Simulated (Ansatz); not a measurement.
# Ca (Calcium-beta): how the settings move a single-point run

Question: which choices in the input matter for Ca (Calcium-beta)?

The COD cell was measured well above room temperature, so it is larger than a cold one.

Program: Ansatz 0.2.0. Level of theory: reference: DFT, LDA, all-electron LAPW, scalar-relativistic; levels and slopes on a fine mesh, independent-particle optical spectra. These are calculated values, not measurements.

### Step 1. The starting structure

The structure is hexagonal, space group P6_3/mmc (No. 194). The conventional cell has a = 3.774 Å, b = 3.774 Å, c = 6.220 Å, α = 90.00°, β = 90.00°, γ = 120.00°. Ca (site symmetry -6m2) has 12 Ca at 3.77 to 3.80 Å as nearest neighbours.

Coordinates:

```
Ca
1.0
     3.77420    0.00000    0.00000
    -1.88710    3.26855    0.00000
     0.00000    0.00000    6.22034
Ca
2
Direct
  0.33333 0.66667 0.25000
  0.66667 0.33333 0.75000
```

### Step 2. The reference run

Input file input.yaml:

```yaml
crystal:
  lattice:
    - [3.7741995644, 0.0, 0.0]
    - [-1.8870997822, 3.26855270172, 0.0]
    - [0.0, 0.0, 6.22033988742]
  atoms:
    - { symbol: Ca, position: [0.333333333333, 0.666666666667, 0.25] }
    - { symbol: Ca, position: [0.666666666667, 0.333333333333, 0.75] }
kpoints:
  mp_grid: { grid: [10, 10, 6] }
scf:
  occupations: { method: fermi_dirac, width: 0.1 }
hamiltonian:
  xc: lda
  pseudopotentials: { kind: all_electron, lapw: { basis_error: 0.001 } }
output:
  forces: true
  stress: true
  eigenvalues: true
  eigenstates:
    nscf_kmesh: { grid: [16, 16, 8] }
    de_dk: true
    e_range: [-14, 14]
  optics:
    e_range: [0, 20]
    de: 0.2
    sigma: 0.1
    bands: { spectra_wanted_up_to: 20 }
    nscf_kmesh: { grid: [16, 16, 8] }
    drude_damping: 0.2
checkpoint:
  write: ck
  write_wavefunctions: false
```

Launch:

```console
$ ansatz run input.yaml --threads 1 --pin off --max-ram 3072MiB --backend cpu --events-out ev --progress --plain --runs-dir out
```

### Step 3. Changing settings: preconditioner resta, lower_state_search off

Changes to input.yaml since step 2:

```diff
@@ -12,2 +12,4 @@
   occupations: { method: fermi_dirac, width: 0.1 }
+  mixing: { preconditioner: resta }
+  lower_state_search: "off"
 hamiltonian:
```

Q: Predict the outcome of this session. Wanted: for each run, ending; energy change; pressure; gap; force.

**Answer**, as computed:

```tsv
run	ending	energy change	pressure (GPa)	gap (eV)	force (eV/Å)	cycles	time
reference	converged	0	0.0	0.00	0.00	-	40 s
1: preconditioner resta, lower_state_search off	converged	0.0 meV/atom	0.0	0.00	0.00	7	36 s
```

Residual by cycle in the longest SCF loop of each run; runs are numbered as in the table. The quantity is the density residual dr2, in eV.

```tsv
cycle	reference	run 1
1	0.0106	0.0106
2	0.00755	0.00325
3	0.00311	2.1e-4
4	2.3e-4	3.8e-6
5	7.7e-6	3.7e-9
6	8.2e-7	4.5e-11
7	1.5e-8	2.1e-13
8	9.8e-10	-
9	1.2e-11	-
10	1.3e-12	-
```

**Reading.** The changed input (mixing and search for lower states) leaves the energy the same to the digits printed.
